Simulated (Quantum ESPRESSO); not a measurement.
The system is Sr2SO.

```
Sr S O
1.0
     4.04324    0.00000    0.00000
     0.00000    4.04324    0.00000
     0.00000    0.00000    5.71800
Sr S O
2 1 1
Direct
  0.50000 0.50000 0.50000
  0.00000 0.00000 0.00000
  0.00000 0.00000 0.50000
  0.50000 0.50000 0.00000
```

The cell comes from a database or a generator and needn't be the stable form of this composition.

| Item | Value |
| --- | --- |
| Program | Quantum ESPRESSO 7.5 |
| Task | single point |
| Functional | PBE |
| Potentials or basis | SSSP 1.3 efficiency PBE |
| Cutoff | 748 eV |
| Density cutoff | 5987 eV |
| k mesh | 7 × 7 × 5 |
| Occupations | fermi-dirac, width 0.05 eV |
| Spin | no spin polarisation |

On this cell: pressure -0.3 GPa; largest force under 0.003 eV/Å; band gap on the k mesh 2.22 eV, direct.

The same run follows on a disturbed copy (atoms moved at random, drawn with an rms of 0.05 Å):

```
Sr S O
1.0
     4.04324    0.00000    0.00000
     0.00000    4.04324    0.00000
     0.00000    0.00000    5.71800
Sr S O
2 1 1
Cartesian
  2.0352 2.0109 2.8738
  -0.0444 -0.0360 -0.0025
  0.0278 0.0056 2.8552
  2.0044 1.9986 -0.0053
```

**Question.** What does the disturbed cell give?

**Answer.** The energy moves by +0.8 meV/atom; pressure -0.3 GPa; largest force 0.130 eV/Å; band gap on the k mesh 2.22 eV, direct.

Forces in eV/Å, atoms in the order of the input:
```
Sr  -0.007  0.050  0.006
Sr   0.011  0.002  0.030
S   -0.089 -0.094  0.008
O    0.085  0.042 -0.044
```

Caveats: an odd mesh through Γ misses points on the zone boundary, where band edges often lie.
